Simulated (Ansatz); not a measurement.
**C₅H₁₄FNSn: up Jacob's ladder to CCSD(T)**

Aim: compute C₅H₁₄FNSn with functionals from several rungs and with coupled cluster. The yardstick is the atomisation energy at the CCSD(T) limit.

Method: functionals in def2-TZVPP, the program's frozen cores in correlated methods; program: Ansatz 0.2.0, Gaussian basis.

Levels to be run: LDA (SPW92), PBE-D4, revPBE-D4, BLYP-D4, r2SCAN-D4, B97M-V, PBE0-D4, B3LYP-D4, r2SCANh-D4, r2SCAN0-D4, HSE06-D4, BHLYP-D4, CAM-B3LYP-D4, LC-ωPBE, ωB97X-V, ωB97M-V, B2PLYP, PBE-QIDH; CCSD(T)/def2-SVP; CCSD(T)/def2-TZVPP; MP2/def2-QZVPP; extrapolation to the limit; RPA on PBE.

## (1) The geometry

The geometry comes from an earlier relaxation with PBE0-D4 in a triple-zeta def2 set; it is a stationary point, not always the lowest conformer. Sn takes the def2 core potential; no spin-orbit term is included.

SMILES `[CH3][SnH]([F])[NH]C(C)(C)C`, 22 atoms, charge 0, spin multiplicity 1.

Atoms are counted from 1 here; the program's logs count them from 0.

Bond lengths: C1–Sn2 2.120 Å, C1–H9 1.090 Å, C1–H10 1.091 Å, C1–H11 1.090 Å, Sn2–F3 1.933 Å, Sn2–N4 2.019 Å, Sn2–H12 1.715 Å, N4–C5 1.462 Å, N4–H13 1.014 Å, C5–C6 1.524 Å, C5–C7 1.530 Å, C5–C8 1.526 Å, C6–H14 1.092 Å, C6–H15 1.097 Å, C6–H16 1.092 Å, C7–H17 1.093 Å, C7–H18 1.094 Å, C7–H19 1.094 Å and more. Angles: Sn2–C1–H9 108.5°, Sn2–C1–H10 109.9°, Sn2–C1–H11 110.2°, H9–C1–H10 109.3°, H9–C1–H11 109.7°, H10–C1–H11 109.3°, C1–Sn2–F3 105.5°, C1–Sn2–N4 111.4°, C1–Sn2–H12 115.9°, F3–Sn2–N4 100.3°, F3–Sn2–H12 105.5°, N4–Sn2–H12 116.2°, Sn2–N4–C5 122.3°, Sn2–N4–H13 110.2°, C5–N4–H13 111.1°, N4–C5–C6 108.1°, N4–C5–C7 112.4°, N4–C5–C8 107.8° and more.

As a file:

```xyz
22
C5H14FNSn
C     1.8651    2.6677   -0.7641
Sn    1.2648    1.3849    0.8133
F     2.8776    0.9936    1.8043
N     0.8064   -0.4587    0.1293
C    -0.5750   -0.9128   -0.0245
C    -1.3474    0.1658   -0.7743
C    -1.2510   -1.1909    1.3193
C    -0.5548   -2.1916   -0.8577
H     2.5860    2.1371   -1.3854
H     0.9999    2.9400   -1.3699
H     2.3222    3.5710   -0.3608
H     0.1783    2.0592    1.9559
H     1.3693   -1.1570    0.6021
H    -2.3717   -0.1536   -0.9759
H    -1.4164    1.0895   -0.1858
H    -0.8609    0.3932   -1.7257
H    -0.6987   -1.9554    1.8723
H    -1.2826   -0.2876    1.9350
H    -2.2773   -1.5454    1.1880
H    -0.0858   -2.0049   -1.8256
H    -1.5662   -2.5727   -1.0219
H     0.0181   -2.9713   -0.3480
```

## (2) LDA

This LDA is Slater exchange with PW92 correlation.

in.yaml

```yaml
crystal:
  periodic: [false, false, false]
  atoms:
    - {symbol: C, position_ang: [1.865106, 2.667702, -0.764111]}
    - {symbol: Sn, position_ang: [1.264798, 1.384931, 0.813331]}
    - {symbol: F, position_ang: [2.877562, 0.993584, 1.804296]}
    - {symbol: N, position_ang: [0.806418, -0.458720, 0.129265]}
    - {symbol: C, position_ang: [-0.574999, -0.912809, -0.024455]}
    - {symbol: C, position_ang: [-1.347384, 0.165820, -0.774314]}
    - {symbol: C, position_ang: [-1.251000, -1.190904, 1.319328]}
    - {symbol: C, position_ang: [-0.554817, -2.191591, -0.857736]}
    - {symbol: H, position_ang: [2.586048, 2.137112, -1.385436]}
    - {symbol: H, position_ang: [0.999905, 2.940013, -1.369869]}
    - {symbol: H, position_ang: [2.322200, 3.570979, -0.360800]}
    - {symbol: H, position_ang: [0.178325, 2.059157, 1.955910]}
    - {symbol: H, position_ang: [1.369327, -1.156980, 0.602143]}
    - {symbol: H, position_ang: [-2.371748, -0.153572, -0.975891]}
    - {symbol: H, position_ang: [-1.416440, 1.089466, -0.185787]}
    - {symbol: H, position_ang: [-0.860926, 0.393179, -1.725680]}
    - {symbol: H, position_ang: [-0.698672, -1.955395, 1.872273]}
    - {symbol: H, position_ang: [-1.282555, -0.287580, 1.934958]}
    - {symbol: H, position_ang: [-2.277307, -1.545433, 1.187997]}
    - {symbol: H, position_ang: [-0.085832, -2.004929, -1.825554]}
    - {symbol: H, position_ang: [-1.566163, -2.572703, -1.021863]}
    - {symbol: H, position_ang: [0.018144, -2.971327, -0.347996]}
basis:
  gaussian: {orbitals: def2-TZVPP}
hamiltonian: {xc: lda}
output: {orbitals: {seedname: orbitals}}
```

The runs that follow: PBE-D4 (GGA); revPBE-D4 (GGA); BLYP-D4 (GGA); r2SCAN-D4 (meta-GGA); B97M-V (meta-GGA); PBE0-D4 (hybrid); B3LYP-D4 (hybrid); r2SCANh-D4 (hybrid); r2SCAN0-D4 (hybrid); HSE06-D4 (hybrid); BHLYP-D4 (hybrid); CAM-B3LYP-D4 (range-separated); LC-ωPBE (range-separated); ωB97X-V (range-separated); ωB97M-V (range-separated); B2PLYP (double hybrid); PBE-QIDH (double hybrid); CCSD(T) in def2-SVP; CCSD(T) in def2-TZVPP; MP2 in def2-QZVPP; RPA on PBE orbitals.

Before running them: what should the planned runs give, taken together? Wanted: atomisation energy, CCSD(T)/CBS; farthest beyond LDA; mean size of error, GGA; mean size of error, meta-GGA; mean size of error, hybrid; mean size of error, range-separated; mean size of error, double hybrid; gap, smallest and largest; T1 diagnostic.

**Answer**, as computed:

```
                               quantity                                                                                                                              value
        atomisation energy, CCSD(T)/CBS                                                                                                                      8242.3 kJ/mol
 functionals within 82.4 kJ/mol (1.0 %)  revPBE-D4, BLYP-D4, r2SCAN-D4, B97M-V, PBE0-D4, B3LYP-D4, r2SCANh-D4, HSE06-D4, CAM-B3LYP-D4, LC-ωPBE, ωB97X-V, ωB97M-V, PBE-QIDH
                    farthest beyond LDA                                                                                                           BHLYP-D4 (-237.2 kJ/mol)
                mean size of error, GGA                                                                                                                        82.3 kJ/mol
           mean size of error, meta-GGA                                                                                                                        16.7 kJ/mol
             mean size of error, hybrid                                                                                                                        82.2 kJ/mol
    mean size of error, range-separated                                                                                                                        18.7 kJ/mol
      mean size of error, double hybrid                                                                                                                       100.0 kJ/mol
              gap, smallest and largest                                                                                          4.28 eV (LDA (SPW92)), 11.52 eV (LC-ωPBE)
                          T1 diagnostic                                                                                                                             0.0116
triples share of the correlation energy                                                                                                                              3.6 %
```

The LDA atomisation energy is off by 1107.2 kJ/mol (13 %): it overbinds. PBE-D4 is off by +105.1 kJ/mol. Double hybrids carry the basis error of their MP2 part in triple zeta, and no dispersion term here, so their miss is partly the set-up's. The rungs meta-GGA, range-separated, hybrid, GGA miss on average by less than the doubt on the reference (82.4 kJ/mol), so they tie. Misses under about 82.4 kJ/mol are within the doubt on the reference itself, which lacks core-valence correlation, spin-orbit coupling and higher excitations, and its outer-core shells are covered unevenly. All levels share the lack of spin-orbit coupling, which lowers the free heavy atoms and so the true binding. Hartree-Fock recovers 73 % of the binding; the rest is correlation. CCSD(T) in def2-SVP is off by -424.1 kJ/mol, so the small basis spoils what the method gains. Orbital gaps span 4.3 to 11.5 eV; exact exchange widens them. Correlated methods include outer-core shells of Sn, which these sets cover unevenly.
